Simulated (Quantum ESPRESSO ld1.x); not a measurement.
**V²⁺ in [Ne] 3s1.75 3p6 3d3.25: an all-electron calculation**

Aim: the levels, the sizes of the orbitals and the parts of the energy of the vanadium ion V2+.

The numbers are computed with Quantum ESPRESSO ld1.x 7.5 (Dirac Kohn-Sham, LDA (Slater exchange, Gunnarsson-Lundqvist correlation), spin-unpolarised, spherical densities, point nucleus; open shells are shared between the two j in proportion to 2j + 1), except any that are marked as measured or tabulated.

### Step 1. What is computed

| Property | Result |
| --- | --- |
| element | vanadium (Z = 23) |
| charge | +2 |
| electrons | 21 |
| configuration | [Ne] 3s1.75 3p6 3d3.25 |

### Step 2. The run

Contents of ld1.in:

```fortran
 &input
    atom='V',
    iswitch=1,
    rel=2,
    dft='SLA-GL',
    config='[Ne] 3s1.75 3p6 3d3.25',
    rel_dist='average',
    verbosity='high',
    lsmall=.true.,
    prefix='ld1',
    max_out_wfc=37,
    file_charge='ld1.rho',
 /
```

**Question.** What will this run give?

As calculated:

```
                        quantity                   value
                    total energy        -946.066 hartree
exchange-correlation share of it                  4.56 %
                            −T/E                  1.0099
          highest occupied level       3d5/2, -22.230 eV
    most extended occupied level  3d5/2, <r> = 1.30 bohr
 radius at density 0.001 e/bohr³               3.15 bohr
    maxima of the radial density                       3
```

**Reading.** The radial density shows 3 maxima for 3 occupied principal shells. −T/E is 1.010: with relativity the kinetic term as defined here no longer equals −E. This is not the tabulated ground configuration, so its levels and sizes aren't those of the ground state, and no measured value stands beside it.
